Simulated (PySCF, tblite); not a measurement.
# C₅H₆O₂: a rotation path, then NMR shifts on frames, part 2 of 2

tblite 0.8.0 and PySCF 2.14.0. Atoms count from 0. Earlier steps stand in the parts before.

## Step 5: NMR shieldings: image 4, PBE0/pcSseg-1

Job settings and geometry (Å):

```
{"job": {"kind": "nmr", "xc": "PBE0", "basis": "pcSseg-1", "pop": false}, "charge": 0, "multiplicity": 1}
C      2.462200    -0.047800     1.553600
C      1.927900    -0.192300     0.487700
C      1.329700    -0.374400    -0.803300
O      1.923700    -0.229100    -1.843500
C     -0.128100    -0.823600    -0.755800
O     -0.784300    -0.455600     0.438200
C     -1.986600     0.249000     0.246000
H      2.922700     0.066700     2.491400
H     -0.116700    -1.923200    -0.834700
H     -0.636000    -0.429900    -1.642800
H     -2.402800     0.416000     1.237200
H     -2.699600    -0.332300    -0.350000
H     -1.816600     1.215600    -0.241700
```

With the program's defaults for keys left out, this is: GIAO PBE0/pcSseg-1 NMR shielding, non-relativistic, gas phase.

The program printed:

```text
coarse grid: 11328 points
cycle   1  E = -343.8209431028  dE =  1.094e+00  |g| = 9.116e-01  |ddm| = 3.319e+00
cycle   2  E = -343.3825036504  dE =  4.384e-01  |g| = 1.764e+00  |ddm| = 3.265e+00
cycle   3  E = -343.9705170427  dE = -5.880e-01  |g| = 2.331e-01  |ddm| = 2.480e+00
cycle   4  E = -343.9807378755  dE = -1.022e-02  |g| = 1.014e-01  |ddm| = 3.136e-01
cycle   5  E = -343.9824870464  dE = -1.749e-03  |g| = 2.382e-02  |ddm| = 9.738e-02
cycle   6  E = -343.9826003046  dE = -1.133e-04  |g| = 5.214e-03  |ddm| = 2.099e-02
cycle   7  E = -343.9826051196  dE = -4.815e-06  |g| = 1.657e-03  |ddm| = 4.780e-03
final grid: 110688 points
cycle   8  E = -344.0468981485  dE = -3.622e-06  |g| = 1.571e-02  |ddm| = 3.440e-02
cycle   9  E = -344.0467845261  dE =  1.136e-04  |g| = 2.920e-02  |ddm| = 3.749e-02
cycle  10  E = -344.0469421986  dE = -1.577e-04  |g| = 3.449e-03  |ddm| = 2.823e-02
cycle  11  E = -344.0469443692  dE = -2.171e-06  |g| = 4.052e-04  |ddm| = 2.886e-03
cycle  12  E = -344.0469443983  dE = -2.915e-08  |g| = 1.329e-04  |ddm| = 4.854e-04
cycle  13  E = -344.0469444022  dE = -3.805e-09  |g| = 2.388e-05  |ddm| = 1.527e-04
cycle  14  E = -344.0469444023  dE = -1.241e-10  |g| = 7.449e-06  |ddm| = 3.139e-05
converged SCF energy = -344.0469444023

GIAO shielding tensors (ppm)
atom      isotropic    diamagn.    paramagn.     s11        s22        s33       span
  0 C       92.898     257.847    -164.948     38.423     41.388    198.884    160.461
  1 C      103.662     260.327    -156.664      3.401     14.510    293.076    289.675
  2 C       -6.412     245.729    -252.141    -97.007    -10.291     88.063    185.070
  3 O     -358.757     394.622    -753.379   -984.786   -461.297    369.812   1354.598
  4 C      102.083     247.129    -145.046     74.688     95.332    136.228     61.540
  5 O      335.622     397.107     -61.485    282.463    351.796    372.608     90.144
  6 C      124.817     243.869    -119.052     90.053    101.703    182.694     92.641
  7 H       28.668      33.643      -4.975     24.745     25.543     35.717     10.971
  8 H       27.255      28.502      -1.247     24.012     26.109     31.644      7.632
  9 H       28.311      31.086      -2.775     25.038     27.501     32.394      7.356
 10 H       27.793      28.728      -0.936     23.945     25.542     33.891      9.947
 11 H       28.224      28.433      -0.209     24.554     25.698     34.421      9.867
 12 H       28.267      29.882      -1.614     24.331     26.220     34.251      9.919
```

It took 17 s on 1 thread of Intel Xeon Platinum 8259CL at 2.50GHz, shared host; peak memory 0.74 GiB.

In short: δ C2 193.3, C0 94.0, C4 84.8, C1 83.3, H8 4.46, H10 3.92 ppm.

## Step 6: Shielding tensors: image 6, PBE0/pcSseg-1

Job settings and geometry (Å):

```
{"job": {"kind": "nmr", "xc": "PBE0", "basis": "pcSseg-1", "pop": false}, "charge": 0, "multiplicity": 1}
C      2.537200    -0.140700     1.569900
C      1.990300    -0.254900     0.506600
C      1.392700    -0.407300    -0.788000
O      2.017600    -0.381500    -1.819600
C     -0.111300    -0.643400    -0.759800
O     -0.702800    -0.117000     0.403500
C     -2.062200     0.200100     0.233700
H      3.002600    -0.050600     2.507900
H     -0.269500    -1.735700    -0.815400
H     -0.541700    -0.198100    -1.666900
H     -2.433700     0.506700     1.208800
H     -2.636900    -0.663300    -0.120200
H     -2.186900     1.025100    -0.478300
```

With the program's defaults for keys left out, this is: GIAO PBE0/pcSseg-1 NMR shielding, non-relativistic, gas phase.

The program printed:

```text
coarse grid: 11328 points
cycle   1  E = -343.8223938736  dE =  1.103e+00  |g| = 9.105e-01  |ddm| = 3.321e+00
cycle   2  E = -343.3855168984  dE =  4.369e-01  |g| = 1.760e+00  |ddm| = 3.374e+00
cycle   3  E = -343.9719134711  dE = -5.864e-01  |g| = 2.330e-01  |ddm| = 2.579e+00
cycle   4  E = -343.9821379011  dE = -1.022e-02  |g| = 1.011e-01  |ddm| = 3.143e-01
cycle   5  E = -343.9838767801  dE = -1.739e-03  |g| = 2.387e-02  |ddm| = 9.688e-02
cycle   6  E = -343.9839898602  dE = -1.131e-04  |g| = 5.216e-03  |ddm| = 2.079e-02
cycle   7  E = -343.9839947156  dE = -4.855e-06  |g| = 1.604e-03  |ddm| = 4.790e-03
final grid: 110688 points
cycle   8  E = -344.0482175389  dE = -4.571e-06  |g| = 1.554e-02  |ddm| = 3.764e-02
cycle   9  E = -344.0481065443  dE =  1.110e-04  |g| = 2.890e-02  |ddm| = 3.791e-02
cycle  10  E = -344.0482605690  dE = -1.540e-04  |g| = 3.413e-03  |ddm| = 2.889e-02
cycle  11  E = -344.0482626919  dE = -2.123e-06  |g| = 3.975e-04  |ddm| = 2.868e-03
cycle  12  E = -344.0482627198  dE = -2.794e-08  |g| = 1.332e-04  |ddm| = 4.702e-04
cycle  13  E = -344.0482627235  dE = -3.735e-09  |g| = 2.958e-05  |ddm| = 1.463e-04
cycle  14  E = -344.0482627237  dE = -1.286e-10  |g| = 1.793e-05  |ddm| = 3.500e-05
converged SCF energy = -344.0482627237

GIAO shielding tensors (ppm)
atom      isotropic    diamagn.    paramagn.     s11        s22        s33       span
  0 C       92.918     258.154    -165.235     37.843     41.551    199.360    161.517
  1 C      103.701     260.430    -156.728      3.471     14.340    293.293    289.822
  2 C       -4.081     244.673    -248.754    -96.068     -6.431     90.255    186.324
  3 O     -355.269     393.262    -748.530   -972.598   -465.038    371.830   1344.428
  4 C      102.399     247.957    -145.558     76.255     93.794    137.148     60.893
  5 O      329.341     398.076     -68.735    281.806    337.747    368.469     86.663
  6 C      125.711     243.409    -117.698     92.127    102.397    182.610     90.482
  7 H       28.699      33.702      -5.003     24.777     25.568     35.751     10.974
  8 H       27.418      29.084      -1.666     24.513     26.219     31.524      7.011
  9 H       28.210      31.323      -3.113     25.072     27.122     32.435      7.363
 10 H       27.745      28.687      -0.943     23.794     25.605     33.835     10.041
 11 H       28.292      28.284       0.008     24.909     25.562     34.405      9.496
 12 H       28.290      29.207      -0.918     24.418     26.151     34.300      9.882
```

Run time: 17 s. Hardware: 1 thread of Intel Xeon Platinum 8259CL at 2.50GHz, shared host; peak memory 0.74 GiB.

Key values: δ C2 191.0, C0 94.0, C4 84.5, C1 83.2, H8 4.30, H10 3.97 ppm.

## Step 7: Shielding tensors: image 8, PBE0/pcSseg-1

Job settings and geometry (Å):

```
{"job": {"kind": "nmr", "xc": "PBE0", "basis": "pcSseg-1", "pop": false}, "charge": 0, "multiplicity": 1}
C      2.479300    -0.138100     1.590900
C      1.963800    -0.302500     0.518600
C      1.421100    -0.516700    -0.791500
O      2.099800    -0.743100    -1.763000
C     -0.097000    -0.458100    -0.858600
O     -0.643100     0.058200     0.325800
C     -2.046300     0.123500     0.295000
H      2.903300     0.011400     2.540700
H     -0.457000    -1.485700    -1.044600
H     -0.383600     0.151000    -1.731500
H     -2.356600     0.546000     1.247800
H     -2.489700    -0.872900     0.174100
H     -2.398500     0.766300    -0.521500
```

With the program's defaults for keys left out, this is: GIAO PBE0/pcSseg-1 NMR shielding, non-relativistic, gas phase.

The program printed:

```text
coarse grid: 11328 points
cycle   1  E = -343.8238495656  dE =  1.110e+00  |g| = 9.120e-01  |ddm| = 3.309e+00
cycle   2  E = -343.3812005206  dE =  4.426e-01  |g| = 1.768e+00  |ddm| = 3.523e+00
cycle   3  E = -343.9739118530  dE = -5.927e-01  |g| = 2.346e-01  |ddm| = 2.686e+00
cycle   4  E = -343.9843477682  dE = -1.044e-02  |g| = 1.014e-01  |ddm| = 3.225e-01
cycle   5  E = -343.9861032069  dE = -1.755e-03  |g| = 2.415e-02  |ddm| = 9.774e-02
cycle   6  E = -343.9862186792  dE = -1.155e-04  |g| = 5.284e-03  |ddm| = 2.139e-02
cycle   7  E = -343.9862236434  dE = -4.964e-06  |g| = 1.683e-03  |ddm| = 4.924e-03
final grid: 110688 points
cycle   8  E = -344.0499868322  dE = -6.708e-06  |g| = 1.525e-02  |ddm| = 3.584e-02
cycle   9  E = -344.0498738231  dE =  1.130e-04  |g| = 2.900e-02  |ddm| = 3.950e-02
cycle  10  E = -344.0500284752  dE = -1.547e-04  |g| = 3.335e-03  |ddm| = 2.966e-02
cycle  11  E = -344.0500304901  dE = -2.015e-06  |g| = 4.270e-04  |ddm| = 2.729e-03
cycle  12  E = -344.0500305214  dE = -3.136e-08  |g| = 1.721e-04  |ddm| = 5.162e-04
cycle  13  E = -344.0500305263  dE = -4.849e-09  |g| = 9.337e-05  |ddm| = 1.555e-04
cycle  14  E = -344.0500305284  dE = -2.084e-09  |g| = 1.906e-05  |ddm| = 7.283e-05
cycle  15  E = -344.0500305285  dE = -9.118e-11  |g| = 3.987e-06  |ddm| = 2.311e-05
converged SCF energy = -344.0500305285

GIAO shielding tensors (ppm)
atom      isotropic    diamagn.    paramagn.     s11        s22        s33       span
  0 C       92.108     258.653    -166.545     37.965     41.610    196.750    158.786
  1 C      103.538     260.765    -157.227      2.895     14.237    293.481    290.587
  2 C       -4.316     244.333    -248.649    -96.246     -4.844     88.142    184.387
  3 O     -350.508     392.487    -742.995   -964.787   -465.775    379.038   1343.825
  4 C      103.425     248.098    -144.672     81.342     89.957    138.977     57.635
  5 O      319.220     398.216     -78.996    284.730    314.765    358.166     73.436
  6 C      126.080     243.074    -116.994     96.338     99.090    182.812     86.474
  7 H       28.667      33.791      -5.125     24.769     25.650     35.581     10.812
  8 H       27.856      29.828      -1.972     25.165     26.515     31.889      6.723
  9 H       27.880      30.623      -2.743     24.776     26.715     32.149      7.373
 10 H       27.627      28.706      -1.079     23.647     25.559     33.676     10.029
 11 H       28.292      28.413      -0.121     24.710     25.946     34.220      9.510
 12 H       28.315      28.621      -0.307     24.795     25.819     34.329      9.534
```

It took 18 s on 1 thread of Intel Xeon Platinum 8259CL at 2.50GHz, shared host; peak memory 0.74 GiB.

This run: δ C2 191.2, C0 94.8, C4 83.5, C1 83.4, H10 4.09, H8 3.86 ppm.

## Step 8: Comparing the runs: NMR shifts

Shifts (ppm) of some atoms, chosen among heavy atoms and hydrogens apart, with basis size and wall time:

```
  frame     C2    C0    C4    H8    H9     O3    O5  functions  time
image 0  196.8  92.6  84.2  4.34  3.64  716.4  19.3        149  25 s
image 2  196.3  93.4  85.1  4.37  3.44  706.8  11.8        149  17 s
image 4  193.3  94.0  84.8  4.46  3.41  694.8   0.5        149  17 s
image 6  191.0  94.0  84.5  4.30  3.51  691.3   6.7        149  17 s
image 8  191.2  94.8  83.5  3.86  3.84  686.6  16.9        149  18 s
```

## Step 9: What came out

This closing draws on all 2 parts.

| quantity | value |
| --- | --- |
| barrier | 0.110 eV (2.5 kcal/mol) at image 4 |
| end to end (GFN2-xTB) | 0.039 eV |
| 13C shifts against TMS (PBE0/pcSseg-1, image 0) | 196.8, 92.6, 84.2, 83.2, 60.7 ppm |
| 1H shifts against TMS (PBE0/pcSseg-1, image 0) | 4.34, 3.93, 3.69, 3.64, 3.15, 2.99 ppm |
| 17O shifts against H2O (PBE0/pcSseg-1, image 0) | 716.4, 19.3 ppm |
| surface potential, 1st and 99th percentile | -1.51 V and 1.83 V |
| range of the shift of O3 | 686.6 to 716.4 ppm |

What this shows: Along the band the dihedral turns by 107°, and the top (dihedral 127°) lies 2.5 kcal/mol above the start (GFN2-xTB, rough), so at room temperature this motion is fast. Ends this close can change order at a higher level. The top was not checked by a frequency run. Shifts at one fixed geometry are not the observed spectrum, which averages over the motion. In the first frame run (image 0): The widest tensor belongs to O3: span 1401 ppm, with a paramagnetic part of -776 ppm. By nearest atom (PBE0/pcSseg-1), the HOMO sits on O3, O5 about 34 % each; C2, C4 about 7 % each and the LUMO on C2 30 %; O3 26 %. Across the 5 runs the shift of O3 moves most, between 686.6 (image 8) and 716.4 ppm (image 0).
